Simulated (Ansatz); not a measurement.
BeNi and its elements, a formation energy from the elements

Computed with Ansatz's Python interface.

Script `formation.py`:
```python
'''Is BeNi bound against its elements, after relaxing cells and atoms.'''

from collections import Counter
import csv
import warnings

import ansatz as az
import numpy as np

PHASES = {
    'BeNi': (
        [(2.587, 0.0, 0.0), (0.0, 2.587, 0.0), (0.0, 0.0, 2.587)],
        [
            ('Be', (0.0, 0.0, 0.0)),
            ('Ni', (0.5, 0.5, 0.5)),
        ],
    ),
    'Be': (
        [(2.2853, 0.0, 0.0), (-1.14265, 1.979128, 0.0), (0.0, 0.0, 3.5842)],
        [
            ('Be', (1 / 3, 2 / 3, 0.25)),
            ('Be', (2 / 3, 1 / 3, 0.75)),
        ],
    ),
    'Ni': (
        [(0.0, 1.761935, 1.761935), (1.761935, 0.0, 1.761935), (1.761935, 1.761935, 0.0)],
        [
            ('Ni', (0.0, 0.0, 0.0)),
        ],
    ),
}
MOMENTS = {'Ni': 1.5}  # parallel starting moments in muB


def build(vectors, sites):
    crystal = az.Crystal(lattice=az.Lattice.of(vectors))
    for symbol, position in sites:
        crystal = crystal.atom(symbol, position)
    return crystal

POLARISED = {'BeNi', 'Ni'}


def run_phase(name, crystal):
    calc = (
        crystal.calculation()
        .functional('pbesol')
        .basis(500)
        .kpoints(spacing=0.3)
        .occupations('gaussian', width=0.05)
        .stress()
    )
    if name in POLARISED:
        calc = calc.spin('collinear')
    calc = calc.relax(force_tolerance=0.03, cell=True)
    return calc.run(threads=1, pin='off')


def counts(outcome):
    return Counter(site.symbol for site in outcome.lattice.sites)

def formation_energy(outcome, mu):
    n = counts(outcome)
    return (outcome.report['energy_sigma0_ev'] - sum(k * mu[element] for element, k in n.items())) / sum(n.values())


def volume_per_atom(outcome):
    return abs(np.linalg.det(outcome.lattice.cell_ang)) / len(outcome.lattice.sites)


def main() -> None:
    warnings.simplefilter('ignore', az.DeckWarning)

    phases = {name: build(*cell) for name, cell in PHASES.items()}
    for name in ['BeNi', 'Ni']:
        phases[name] = phases[name].moments({e: m for e, m in MOMENTS.items() if e in phases[name].species()})

    done = {}
    for name, crystal in phases.items():
        done[name] = run_phase(name, crystal)
        print(f'{name}: {done[name].report["energy_sigma0_ev"]:.4f} eV, {len(done[name].lattice.sites)} atoms')

    # energy of one atom in its reference phase
    references = {'Be': 'Be', 'Ni': 'Ni'}
    mu = {element: done[name].report['energy_sigma0_ev'] / len(done[name].lattice.sites) for element, name in references.items()}

    target = done['BeNi']
    heat = formation_energy(target, mu)
    rows = [(name, len(o.lattice.sites), volume_per_atom(o), formation_energy(o, mu)) for name, o in done.items()]
    with open('formation.csv', 'w', newline='') as handle:
        writer = csv.writer(handle)
        writer.writerow(['phase', 'atoms', 'V (A^3/atom)', 'E_form (eV/atom)'])
        writer.writerows([round(v, 4) if isinstance(v, float) else v for v in row] for row in rows)
    print(open('formation.csv').read())


if __name__ == '__main__':
    main()
```

Running `python formation.py` prints:
```text
RunWarning: the starting moments were not kept: the SCF closed with an absolute magnetisation of 3.8e-2 μB, where they sum to 1.5 μB in size (1 site). That is at most 0.1 of that sum. The system's moment may be that small; this SCF shows only that its start led to no larger one. To try another start: change the starting moments (crystal.atoms[].spin, magnetization.per_species, magnetization.initial_magnetization, or on a non-collinear deck that types none of these the spinor_matrix: blocks that [...]
BeNi: -5896.2968 eV, 2 atoms
Be: -180.6829 eV, 2 atoms
Ni: -5804.9770 eV, 1 atoms
phase,atoms,V (A^3/atom),E_form (eV/atom)
BeNi,2,8.6203,-0.4892
Be,2,7.8327,0.0
Ni,1,10.3603,0.0
```
(Warnings from the package without file and line, shortened, repeats left out.)

Absolute energies stand on the zero of these potentials, so only differences at equal settings mean something. The SCF didn't keep the moments it started from (some shrank, vanished or turned); what is printed is the state reached. The cells come from databases of deposited and of computed structures, and not all need be stable phases. The compound is the structure given, not necessarily its lowest; energies are at zero temperature, with no correction for gases. Magnetic phases start from parallel moments and may not end in their lowest magnetic state. A semilocal functional's error on such energies is often 0.05 to 0.1 eV an atom, and 0.1 to 0.3 eV against gases such as O2 or F2. The script silences the warnings on its input, which a real study should read. Hardware and time: 22 s on 1 thread of Arm Neoverse V1, on a shared host, peak memory 0.39 GiB.

(Lines on the test bed's own set-up are left out of the output.)
